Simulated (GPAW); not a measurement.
Al3Au:

```
Au Al
1.0
    -2.02533    2.02533    4.05660
     2.02533   -2.02533    4.05660
     2.02533    2.02533   -4.05660
Au Al
1 3
Direct
  0.00000 0.00000 0.00000
  0.50000 0.50000 0.00000
  0.25000 0.75000 0.50000
  0.75000 0.25000 0.50000
```

The cell comes from a database or a generator and needn't be the stable form of this composition.

| Quantity | Value |
| --- | --- |
| Program | GPAW 26.7.0 |
| Task | single point |
| Functional | PBEsol |
| Potentials or basis | PAW data sets generated in the run's folder for this functional |
| Cutoff | 600 eV |
| Basis | pw |
| k mesh | 9 × 9 × 9 |
| Occupations | fermi-dirac, width 0.05 eV |
| Spin | no spin polarisation |

On this cell: pressure -2.2 GPa; largest force under 0.003 eV/Å; band gap on the k mesh none (metal or under the smearing width).

The same run follows on a disturbed copy (atoms moved at random, drawn with an rms of 0.05 Å):

```
Au Al
1.0
    -2.02533    2.02533    4.05660
     2.02533   -2.02533    4.05660
     2.02533    2.02533   -4.05660
Au Al
1 3
Cartesian
  -0.0198 0.0284 0.0005
  -0.0033 0.0023 4.1249
  2.0287 -0.0261 2.1018
  -0.0197 1.9909 2.0023
```

Q: What changes?

A: The energy (extrapolated to zero smearing) moves by +4.3 meV/atom; pressure -2.0 GPa; largest force 0.281 eV/Å; band gap on the k mesh none (metal or under the smearing width).

Forces in eV/Å, atoms in the order of the input:
```
Au   0.022 -0.062  0.058
Al  -0.048 -0.006 -0.233
Al  -0.062  0.017 -0.088
Al   0.088  0.051  0.262
```

Stress tensor (GPa, compression positive):
```
-1.55  0.00  0.04
 0.00 -2.17  0.01
 0.04  0.01 -2.20
```

Caveats: with this Au data set, volumes or pressures lay over 1.5 % or 2 GPa off other programs in two to four cells of ten.
